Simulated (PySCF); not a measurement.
# Cl2H6MgP2: magnetic properties

Wanted: magnetic properties for Cl2H6MgP2 (`[PH3]->[Mg](<-[PH3])([Cl])[Cl]`).

Programs: PySCF 2.14.0, with routines of our own; each step states its level. All values are computed. Atoms count from 0.

## 1. The system as given

11 atoms, charge 0, multiplicity 1; geometry from: GFN2-xTB.

## 2. Magnetic properties: GIAO BP86/def2-SVP

The job: settings as JSON, then the geometry in Å.

```
{"job": {"kind": "mag", "xc": "BP86", "basis": "def2-SVP"}, "charge": 0, "multiplicity": 1}
Mg     0.956450    -0.058990     0.634510
Cl     0.740590     1.126290     2.461430
Cl     2.371970    -1.175860    -0.607380
P     -0.299150     2.289000    -0.199980
H     -0.850080     3.030640    -1.241370
H      0.481040     3.331470     0.260090
H     -1.336500     2.545190     0.671410
P     -0.459470    -2.297910    -0.216650
H     -1.639940    -3.037620    -0.204110
H      0.346600    -3.390060     0.028200
H     -0.311510    -2.362170    -1.586160
```

Method: GIAO BP86/def2-SVP magnetisability, rotational g tensor and spin-rotation constants, non-relativistic, gas phase.

Launch:

```sh
$ OMP_NUM_THREADS=1 python excited_run.py task.json out
```

This one command runs all jobs of the session in turn.

The program printed:

```text
coarse grid: 11840 points
cycle   1  E = -1806.2196169414  dE = -1.663e-03  |g| = 4.526e-01  |ddm| = 3.049e+00
cycle   2  E = -1806.1118951309  dE =  1.077e-01  |g| = 7.440e-01  |ddm| = 1.947e+00
cycle   3  E = -1806.2855936710  dE = -1.737e-01  |g| = 6.504e-02  |ddm| = 1.278e+00
cycle   4  E = -1806.2868989810  dE = -1.305e-03  |g| = 2.761e-02  |ddm| = 1.549e-01
cycle   5  E = -1806.2871289416  dE = -2.300e-04  |g| = 4.826e-03  |ddm| = 4.378e-02
cycle   6  E = -1806.2871375589  dE = -8.617e-06  |g| = 1.069e-03  |ddm| = 7.790e-03
final grid: 91112 points
cycle   7  E = -1806.5270918863  dE = -1.536e-05  |g| = 1.968e-03  |ddm| = 2.156e-02
cycle   8  E = -1806.5270916051  dE =  2.812e-07  |g| = 2.125e-03  |ddm| = 6.475e-03
cycle   9  E = -1806.5270930258  dE = -1.421e-06  |g| = 3.542e-04  |ddm| = 3.711e-03
cycle  10  E = -1806.5270930680  dE = -4.215e-08  |g| = 8.564e-05  |ddm| = 6.601e-04
cycle  11  E = -1806.5270930704  dE = -2.438e-09  |g| = 1.240e-05  |ddm| = 1.323e-04
cycle  12  E = -1806.5270930705  dE = -5.912e-11  |g| = 1.892e-06  |ddm| = 2.015e-05
converged SCF energy = -1806.5270930705

Magnetisability tensor (1e-30 J/T^2)
    -1770.28      -30.15      -20.17
      -30.15    -1659.55       56.27
      -20.17       56.27    -1738.10
isotropic -1722.64   principal values   -1780.17  -1766.30  -1621.46
isotropic susceptibility -103.740 1e-6 cm^3/mol

Inertial axes            a          b          c
rot. const./GHz      1.4874     0.7349     0.7043
chi total           -97.795   -107.148   -106.277
chi diamagnetic    -871.092  -1652.273  -1724.665
chi paramagnetic    773.297   1545.124   1618.388
quadrupole/D A        4.289     -0.384     -3.905
g nuclear            0.5277     0.5314     0.5339
g electronic        -0.5404    -0.5334    -0.5355
g total             -0.0126    -0.0021    -0.0016

Spin-rotation constants (kHz, H = +C I.J)
atom  isotope        aa         bb         cc
  1   35Cl        0.253      0.080      0.085
  2   35Cl        0.264      0.092      0.075
  3    31P        1.316      0.567      0.547
  4     1H       -0.147     -0.023     -0.048
  5     1H       -0.044     -0.049     -0.072
  6     1H       -0.099     -0.080     -0.016
  7    31P        1.317      0.573      0.544
  8     1H       -0.137     -0.040     -0.036
  9     1H       -0.034     -0.041     -0.084
 10     1H       -0.119     -0.066     -0.020
  0   25Mg*      -0.077     -0.065     -0.051
* in the singly substituted isotopologue
```

Run time: 23 s. Hardware: 1 thread of Arm Neoverse N1, shared host; peak memory 0.48 GiB.

In short:

| quantity | value |
| --- | --- |
| magnetisability | -1723·10⁻³⁰ J/T² |
| molar susceptibility | -103.7·10⁻⁶ cm³/mol |
| rotational g (a, b, c) | -0.0126, -0.0021, -0.0016 |

## 3. Magnetic properties: GIAO wB97X-D/def2-SVP

Settings changed since step 2:

```diff
@@ -1,2 +1,2 @@
-{"job": {"kind": "mag", "xc": "BP86", "basis": "def2-SVP"}, "charge": 0, "multiplicity": 1}
+{"job": {"kind": "mag", "xc": "wB97X-D", "basis": "def2-SVP"}, "charge": 0, "multiplicity": 1}
 Mg     0.956450    -0.058990     0.634510
```

Method: GIAO wB97X-D/def2-SVP magnetisability, rotational g tensor and spin-rotation constants, non-relativistic, gas phase.

The program printed:

```text
coarse grid: 11840 points
cycle   1  E = -1806.0783062787  dE = -6.883e-02  |g| = 4.246e-01  |ddm| = 2.929e+00
cycle   2  E = -1806.1287905357  dE = -5.048e-02  |g| = 2.851e-01  |ddm| = 1.065e+00
cycle   3  E = -1806.1502980169  dE = -2.151e-02  |g| = 2.473e-02  |ddm| = 4.058e-01
cycle   4  E = -1806.1507137218  dE = -4.157e-04  |g| = 7.480e-03  |ddm| = 6.864e-02
cycle   5  E = -1806.1507440052  dE = -3.028e-05  |g| = 2.147e-03  |ddm| = 1.719e-02
cycle   6  E = -1806.1507461316  dE = -2.126e-06  |g| = 3.283e-04  |ddm| = 4.526e-03
final grid: 91112 points
cycle   7  E = -1806.3493181157  dE = -6.377e-05  |g| = 4.185e-03  |ddm| = 2.991e-02
cycle   8  E = -1806.3493218538  dE = -3.738e-06  |g| = 2.329e-03  |ddm| = 9.846e-03
cycle   9  E = -1806.3493233521  dE = -1.498e-06  |g| = 3.535e-04  |ddm| = 3.438e-03
cycle  10  E = -1806.3493234091  dE = -5.697e-08  |g| = 6.638e-05  |ddm| = 9.536e-04
cycle  11  E = -1806.3493234114  dE = -2.279e-09  |g| = 1.591e-05  |ddm| = 1.649e-04
cycle  12  E = -1806.3493234116  dE = -2.146e-10  |g| = 3.668e-06  |ddm| = 6.230e-05
converged SCF energy = -1806.3493234116

Magnetisability tensor (1e-30 J/T^2)
    -1780.62      -29.03      -18.38
      -29.03    -1670.91       55.28
      -18.38       55.28    -1750.80
isotropic -1734.11   principal values   -1789.54  -1778.16  -1634.63
isotropic susceptibility -104.431 1e-6 cm^3/mol

Inertial axes            a          b          c
rot. const./GHz      1.4874     0.7349     0.7043
chi total           -98.561   -107.719   -107.012
chi diamagnetic    -871.316  -1653.126  -1725.343
chi paramagnetic    772.756   1545.407   1618.331
quadrupole/D A        3.676      0.072     -3.747
g nuclear            0.5277     0.5314     0.5339
g electronic        -0.5400    -0.5335    -0.5355
g total             -0.0123    -0.0022    -0.0016

Spin-rotation constants (kHz, H = +C I.J)
atom  isotope        aa         bb         cc
  1   35Cl        0.212      0.064      0.067
  2   35Cl        0.222      0.073      0.059
  3    31P        1.308      0.557      0.541
  4     1H       -0.149     -0.024     -0.050
  5     1H       -0.045     -0.050     -0.072
  6     1H       -0.100     -0.080     -0.017
  7    31P        1.310      0.565      0.535
  8     1H       -0.139     -0.041     -0.038
  9     1H       -0.035     -0.042     -0.084
 10     1H       -0.119     -0.066     -0.021
  0   25Mg*      -0.071     -0.061     -0.047
* in the singly substituted isotopologue
```

Run time: 28 s. Hardware: 1 thread of Arm Neoverse N1, shared host; peak memory 0.58 GiB.

In short:

| quantity | value |
| --- | --- |
| magnetisability | -1734·10⁻³⁰ J/T² |
| molar susceptibility | -104.4·10⁻⁶ cm³/mol |
| rotational g (a, b, c) | -0.0123, -0.0022, -0.0016 |

## 4. The levels compared

| level | ξ (10⁻³⁰ J/T²) | g(a) | g(b) | gap (eV) | functions | time |
| --- | --- | --- | --- | --- | --- | --- |
| GIAO BP86/def2-SVP | -1723 | -0.0126 | -0.0021 | 5.58 | 120 | 23 s |
| GIAO wB97X-D/def2-SVP | -1734 | -0.0123 | -0.0022 | 11.01 | 120 | 28 s |

## 5. What came out

| quantity | value |
| --- | --- |
| magnetisability (step 2, GIAO BP86/def2-SVP) | -1723·10⁻³⁰ J/T² |
| molar susceptibility (step 2, GIAO BP86/def2-SVP) | -103.7·10⁻⁶ cm³/mol |
| rotational g (a, b, c) (step 2, GIAO BP86/def2-SVP) | -0.0126, -0.0021, -0.0016 |
| magnetisability over the levels | -1734 to -1723·10⁻³⁰ J/T² |

**Reading.** The geometry comes from tight binding, which is rough for metal atoms, and these values hang on it. The magnetisability spreads by 0.7 % over 2 levels of like cost. Two levels can agree by chance, so this spread shows no convergence. Vibrational averaging and real surroundings are missing from these values.
